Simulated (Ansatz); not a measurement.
**C₂H₅O₂Si radical: one species, many methods**

Aim: compute C₂H₅O₂Si radical with functionals from several rungs and with coupled cluster. The yardstick is the atomisation energy at the CCSD(T) limit.

The runs use Ansatz 0.2.0, Gaussian basis; functionals in def2-TZVPP, the program's frozen cores in correlated methods.

Levels to be run: PBE-D4, r2SCAN-D4, PBE0-D4, B3LYP-D4, ωB97X-V, ωB97M-V, B2PLYP; CCSD(T)/def2-TZVPP; MP2/def2-QZVPP; extrapolation to the limit.

## 1. The geometry

An earlier PBE0-D4 in a triple-zeta def2 set relaxation fixed the geometry.

SMILES `[CH]=C[SiH](O)O`, 10 atoms, charge 0, spin multiplicity 2.

Atoms are counted from 1 here; the program's logs count them from 0.

Bond lengths: C1–C2 1.305 Å, C1–H6 1.082 Å, C2–Si3 1.861 Å, C2–H7 1.092 Å, Si3–O4 1.642 Å, Si3–O5 1.643 Å, Si3–H8 1.481 Å, O4–H9 0.959 Å, O5–H10 0.958 Å. Angles: C2–C1–H6 135.7°, C1–C2–Si3 121.2°, C1–C2–H7 120.4°, Si3–C2–H7 118.4°, C2–Si3–O4 111.3°, C2–Si3–O5 104.8°, C2–Si3–H8 113.1°, O4–Si3–O5 113.2°, O4–Si3–H8 103.4°, O5–Si3–H8 111.2°, Si3–O4–H9 117.2°, Si3–O5–H10 117.2°.

## 2. PBE-D4 (GGA)

in.yaml

```yaml
crystal:
  periodic: [false, false, false]
  atoms:
    - {symbol: C, position_ang: [-1.718834, -1.196501, -0.252060]}
    - {symbol: C, position_ang: [-0.437603, -1.266474, -0.015114]}
    - {symbol: Si, position_ang: [0.556083, 0.259830, 0.368796]}
    - {symbol: O, position_ang: [1.846837, 0.401377, -0.636595]}
    - {symbol: O, position_ang: [-0.510414, 1.501826, 0.231821]}
    - {symbol: H, position_ang: [-2.459168, -0.407654, -0.281981]}
    - {symbol: H, position_ang: [0.079311, -2.227912, -0.047860]}
    - {symbol: H, position_ang: [1.171594, 0.228495, 1.715917]}
    - {symbol: H, position_ang: [1.677910, 0.336042, -1.578343]}
    - {symbol: H, position_ang: [-0.205716, 2.370971, 0.495439]}
basis:
  gaussian: {orbitals: def2-TZVPP}
magnetization: {spin_polarized: true, initial_magnetization: 1}
hamiltonian: {xc: pbe, dispersion: d4}
output: {forces: true, orbitals: {seedname: orbitals}}
```

The run is started by

```sh
ansatz run in.yaml --threads 2 --pin off --events-out ev --progress --plain --max-ram 22528MiB --backend cpu
```

The runs that follow: r2SCAN-D4 (meta-GGA); PBE0-D4 (hybrid); B3LYP-D4 (hybrid); ωB97X-V (range-separated); ωB97M-V (range-separated); B2PLYP (double hybrid); CCSD(T) in def2-TZVPP; MP2 in def2-QZVPP.

Q: Predict the results of all the runs planned. Wanted: atomisation energy, CCSD(T)/CBS; farthest; mean size of error, hybrid; mean size of error, range-separated; gap, smallest and largest; T1 diagnostic; triples share of the correlation energy.

The runs gave:

```
                               quantity                                           value
        atomisation energy, CCSD(T)/CBS                                   3955.9 kJ/mol
 functionals within 19.8 kJ/mol (0.5 %)  r2SCAN-D4, PBE0-D4, B3LYP-D4, ωB97X-V, ωB97M-V
                               farthest                           PBE-D4 (+71.7 kJ/mol)
             mean size of error, hybrid                                     16.4 kJ/mol
    mean size of error, range-separated                                      4.8 kJ/mol
              gap, smallest and largest             2.03 eV (PBE-D4), 8.94 eV (ωB97X-V)
                          T1 diagnostic                                          0.0275
triples share of the correlation energy                                           3.8 %
```

In words: PBE-D4 misses by +71.7 kJ/mol. Double hybrids carry the basis error of their MP2 part in triple zeta, and no dispersion term here, so their miss is partly the set-up's. Misses under about 19.8 kJ/mol are within the doubt on the reference itself, which lacks core-valence correlation, relativity and higher excitations. Hartree-Fock recovers 72 % of the binding; the rest is correlation. The gap grows from 2.0 to 8.9 eV across the functionals, mostly with the share of exact exchange. The UHF reference is spin-contaminated (⟨S²⟩ = 0.92 against 0.75).
